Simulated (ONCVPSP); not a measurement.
**Tin: generating and testing an ONCV potential**

Task: generate the file, and judge it by its errors in other configurations, its logarithmic derivatives, its ghosts and its cutoff.

Program: ONCVPSP 4.0.1. Reference atom: PBE, scalar-relativistic, spherical and spin-unpolarised. All values are calculated.

### Step 1. The design

Typed settings, in words:

* element: tin (Sn, Z = 50)
* type: optimised norm-conserving Vanderbilt (ONCV)
* frozen core: [Kr] 4d10
* valence charge: 4
* reference configuration: 5s2 5p2
* partial waves: 5s: rc 2.15 bohr, ncon 4, nbas 7, qcut 2.9 1/bohr, 2 projectors, debl 1.8 Ha; 5p: rc 2.40 bohr, ncon 4, nbas 7, qcut 3.4 1/bohr, 2 projectors, debl 3.3 Ha; d scattering state at 0.26 Ha: rc 2.15 bohr, ncon 5, nbas 8, qcut 3.8 1/bohr, 1 projector
* local potential: polynomial inside 1.80 bohr (lpopt 4, dvloc0 4 Ha)
* core correction: Teter function, fcfact 3.75, rcfact 1.2

### Step 2. Generation

File Sn.dat:

```
# ATOM AND REFERENCE CONFIGURATION
# atsym  z   nc   nv     iexc    psfile
  Sn 50.00    9    2        4      upf
#
#   n    l    f
    1    0    2.00
    2    0    2.00
    2    1    6.00
    3    0    2.00
    3    1    6.00
    3    2   10.00
    4    0    2.00
    4    1    6.00
    4    2   10.00
    5    0    2.00
    5    1    2.00
#
# PSEUDOPOTENTIAL AND OPTIMIZATION
# lmax
    2
#
#   l,   rc,      ep,       ncon, nbas, qcut
    0    2.15    0.00    4    7    2.90
    1    2.40    0.00    4    7    3.40
    2    2.15    0.26    5    8    3.80
#
# LOCAL POTENTIAL
# lloc, lpopt,  rc(5),   dvloc0
    4    4    1.80    4.00
#
# VANDERBILT-KLEINMAN-BYLANDER PROJECTORs
# l, nproj, debl
    0    2    1.80
    1    2    3.30
    2    1    2.40
#
# MODEL CORE CHARGE
# icmod, fcfact, rcfact
    3    3.75    1.20
#
# LOG DERIVATIVE ANALYSIS
# epsh1, epsh2, depsh
   -2.00    5.00    0.02
#
# OUTPUT GRID
# rlmax, drl
    6.00    0.01
#
# TEST CONFIGURATIONS
# ncnf
    4
# nvcnf
#   n    l    f
    2
    5    0    2.00
    5    1    1.00
#
    2
    5    0    2.00
    5    1    0.00
#
    2
    5    0    1.00
    5    1    0.00
#
    2
    5    0    2.00
    5    1    1.50
#
```

Run with:

```
$ oncvpsp.x < Sn.dat > Sn.out
```

What does the calculation give? Wanted: cutoffs for 1 and 0.1 mHa per electron, occupied waves; bound ghosts; GHOST(+) flags; largest test error; largest phase difference near zero energy, channels read; rms error of d²Exc/dn², without and with the model core.

As calculated:

| quantity | value |
| --- | --- |
| cutoffs for 1 and 0.1 mHa per electron, occupied waves | 16 Ha and 25 Ha |
| bound ghosts | d at -336.40 eV |
| GHOST(+) flags | none at low energy |
| largest test error (AE − PS) | -72 meV, for 5s1 5p0 |
| largest phase difference near zero energy, channels read | 0.071 rad |
| rms error of d²Exc/dn², without and with the model core | 6.55 and 2.50 mHa |

What this shows: A bound ghost (d) makes it unfit for use: electrons can fall into a state that the atom doesn't have. The worst unpolarised test, 5s1 5p0, is off by 72 meV on 51.8 eV; by total energies transferability rates as fair. That test lies far up in energy; among those under 40 eV, nearer to bonding, the largest error is 0.7 meV. It counts as soft on the atom at that tolerance, with 16 Ha needed at the looser tolerance. At the looser tolerance the 5s wave is the slowest; 5p needs 5 Ha. That counts occupied waves only; other projectors can need more. Of the channels read, d scatters worst near zero energy, by up to 0.07 rad. These are tests on the free atom; a crystal test is still owed.
